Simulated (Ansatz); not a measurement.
**SiGeHO (sextet): the correlation ladder, cc-pVDZ**

How much of the correlation energy of SiGeHO (sextet) does each wave-function method recover here?

The runs use Ansatz 0.2.0, Gaussian basis; cc-pVDZ, core rule «outside noble gas», up to 20 orbitals frozen.

To be run: UHF; CCSD(T) on ROHF; CCSD(T) on UHF; BCCD(T) on ROHF; CISD; CCSDT(Q) on ROHF; CCSDT(Q) on UHF; CASSCF and MRCISD+Q, 13 electrons in 11 orbitals; CASSCF and NEVPT2, 13 electrons in 11 orbitals.

24 further runs of the same task are left out: 10 that didn't finish, 14 set aside as unsound or not needed.

## (1) What is computed

The geometry is a PBE0/def2-TZVP stationary point (not a proven minimum) of the parent state, kept for this charge and spin. No spin-orbit coupling is included. The filled d shell of Ge may be among the frozen orbitals whatever the setting's name suggests; the logs give the count.

4 atoms, charge 0, spin multiplicity 6.

Atoms are counted from 1 here; the program's logs count them from 0.

Bond lengths: O1–Ge2 1.665 Å, Ge2–Si3 2.359 Å, Ge2–H4 1.549 Å. Angles: O1–Ge2–Si3 126.7°, O1–Ge2–H4 116.5°, Si3–Ge2–H4 116.8°.

As a file:

```
O     0.0000   -0.8401    1.6306
Ge    0.0000    0.2545    0.3762
Si    0.0000   -0.2426   -1.9295
H     0.0000    1.7533    0.7671
```

## (2) UHF

Contents of in.yaml:

```yaml
crystal:
  periodic: [false, false, false]
  atoms:
    - {symbol: O, position_ang: [0.000000, -0.840051, 1.630592]}
    - {symbol: Ge, position_ang: [0.000000, 0.254500, 0.376244]}
    - {symbol: Si, position_ang: [0.000000, -0.242609, -1.929541]}
    - {symbol: H, position_ang: [0.000000, 1.753269, 0.767147]}
basis:
  gaussian: {orbitals: cc-pVDZ}
magnetization: {spin_polarized: true, initial_magnetization: 5}
hamiltonian: {xc: hf}
output: {orbitals: {seedname: orbitals}}
```

Run with:

```sh
ansatz run in.yaml --threads 1 --pin off --events-out ev --progress --plain --max-ram 2393MiB
```

The runs that follow: CCSD(T) on ROHF; CCSD(T) on UHF; BCCD(T) on ROHF; CISD; CCSDT(Q) on ROHF; CCSDT(Q) on UHF; CASSCF and MRCISD+Q, 13 electrons in 11 orbitals; CASSCF and NEVPT2, 13 electrons in 11 orbitals.

Before running them: what should the planned runs give, taken together? Wanted: UCCSDT(Q) below the RHF energy; RMP2 from UCCSDT(Q); UMP2 from UCCSDT(Q); RCCSD from UCCSDT(Q); RCCSD(T) from UCCSDT(Q); UCCSD(T) from UCCSDT(Q); RCCSDT(Q) from UCCSDT(Q); MRCISD+Q frontier from UCCSDT(Q); T1 diagnostic.

As calculated:

| quantity | value |
| --- | --- |
| UCCSDT(Q) below the RHF energy | -8.4751 eV |
| RMP2 from UCCSDT(Q) | +1345.2 meV |
| UMP2 from UCCSDT(Q) | +1371.0 meV |
| RCCSD from UCCSDT(Q) | +288.8 meV |
| RCCSD(T) from UCCSDT(Q) | +67.4 meV |
| UCCSD(T) from UCCSDT(Q) | +63.2 meV |
| RCCSDT(Q) from UCCSDT(Q) | +7.5 meV |
| MRCISD+Q frontier from UCCSDT(Q) | +179.6 meV |
| levels within 1 kcal/mol (43 meV) | RCCSDT, UCCSDT, RCCSDT(Q) |
| T1 diagnostic | 0.032 |

In words: RCCSD(T) misses by +67.4 meV, 0.8 % of the correlation energy. These misses are within one basis, not against nature; the frozen cores of restricted and unrestricted runs differ, which can shift their rows.
